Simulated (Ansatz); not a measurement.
# CH6FPSi: the cost of one run

Program: Ansatz 0.2.0. Level of theory: UKS B3LYP-D4/def2-SVP. These are calculated values, not measurements.

**1. The structure to begin with**

Bond lengths: C1–Si2 1.810 Å, Si2–F3 1.575 Å, Si2–P4 2.230 Å, C1–H5 1.151 Å, C1–H6 1.142 Å, C1–H7 1.082 Å, Si2–H8 1.439 Å, P4–H9 1.413 Å, P4–H10 1.339 Å. Angles (14 of 15 angles, heavy atoms first): C1–Si2–F3 107.8°, C1–Si2–P4 107.8°, F3–Si2–P4 107.8°, C1–Si2–H8 112.5°, F3–Si2–H8 109.0°, P4–Si2–H8 111.7°, Si2–C1–H5 111.1°, Si2–C1–H6 112.0°, Si2–C1–H7 116.1°, Si2–P4–H9 94.4°, Si2–P4–H10 98.2°, H5–C1–H6 102.4°, H5–C1–H7 107.2°, H6–C1–H7 106.9°.

Structure file:

```xyz
10

C     0.0461    1.2336    0.0775
Si   -0.3563   -0.4056    0.7301
F     0.5048   -0.6312    2.0294
P     0.2815   -1.9179   -0.7802
H    -0.5785    1.4722   -0.8594
H    -0.2595    2.0672    0.7955
H     1.0838    1.4019   -0.1776
H    -1.7500   -0.5398    1.0628
H    -0.3966   -1.2939   -1.8510
H     1.5078   -1.4377   -1.0243
```

**2. End point A**

The input, input.yaml:

```yaml
crystal:
  periodic: [false, false, false]
  atoms:
    - { symbol: C, position_ang: [0.0461, 1.2336, 0.0775] }
    - { symbol: Si, position_ang: [-0.3563, -0.4056, 0.7301] }
    - { symbol: F, position_ang: [0.5048, -0.6312, 2.0294] }
    - { symbol: P, position_ang: [0.2815, -1.9179, -0.7802] }
    - { symbol: H, position_ang: [-0.5785, 1.4722, -0.8594] }
    - { symbol: H, position_ang: [-0.2595, 2.0672, 0.7955] }
    - { symbol: H, position_ang: [1.0838, 1.4019, -0.1776] }
    - { symbol: H, position_ang: [-1.75, -0.5398, 1.0628] }
    - { symbol: H, position_ang: [-0.3966, -1.2939, -1.851] }
    - { symbol: H, position_ang: [1.5078, -1.4377, -1.0243] }
magnetization:
  spin_polarized: true
basis:
  gaussian: { orbitals: def2-SVP }
hamiltonian:
  xc: b3lyp
  dispersion: d4
relax:
  f_tol: 0.02
  max_steps: 50
```

Command:

```
ansatz run input.yaml --threads 2 --pin off --max-ram 3072MiB --backend cpu --events-out ev --progress --plain --runs-dir out
```

What time and memory should one allow on 2 threads of Intel Xeon Platinum 8259CL at 2.50GHz (Skylake/Cascade Lake), shared host?

About 39 s, with a peak of 0.29 GiB.
